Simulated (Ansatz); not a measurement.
# O (O2 molecule in a box): the cost of one run

Method: DFT r²SCAN, with the methods named in each step, in Ansatz 0.2.0.

**1. The structure to begin with**

The structure is orthorhombic, space group Pmmm (No. 47). Conventional cell: a = 9.000 Å, b = 9.200 Å, c = 10.200 Å, α = 90.00°, β = 90.00°, γ = 90.00°. O (site symmetry mm2) has 1 O at 1.22 Å as nearest neighbours.

Coordinates:

```
CELL_PARAMETERS angstrom
9.00000 0.00000 0.00000
0.00000 9.20000 0.00000
0.00000 0.00000 10.20000
ATOMIC_POSITIONS crystal
O 0.50000 0.50000 0.44020
O 0.50000 0.50000 0.55980
```

Atoms are numbered in the order of the input: O1, O2.

**2. Relaxed, PAW**

Contents of input.yaml:

```yaml
crystal:
  lattice:
    - [9.0, 0.0, 0.0]
    - [0.0, 9.2, 0.0]
    - [0.0, 0.0, 10.2]
  atoms:
    - { symbol: O, position: [0.5, 0.5, 0.44019608], spin: 1.0 }
    - { symbol: O, position: [0.5, 0.5, 0.55980392], spin: 1.0 }
magnetization:
  spin_polarized: true
kpoints:
  mp_grid: { grid: [1, 1, 1] }
scf:
  occupations: { method: fermi_dirac, width: 0.01 }
hamiltonian:
  xc: r2scan
  pseudopotentials: { kind: paw }
output:
  forces: true
  stress: true
  write_density: true
  write_potential: true
  elf: true
  volumetric_format: npy
relax:
  f_tol: 0.003
  max_steps: 80
```

Run with:

```bash
ansatz run input.yaml --threads 4 --pin off --max-ram 10240MiB --backend cpu --events-out ev --progress --plain --runs-dir out
```

**Question.** How long does this run take on 4 threads of Arm Neoverse V1, shared host, and how much memory does it need?

About 3.1 min, with a peak of 2.3 GiB.
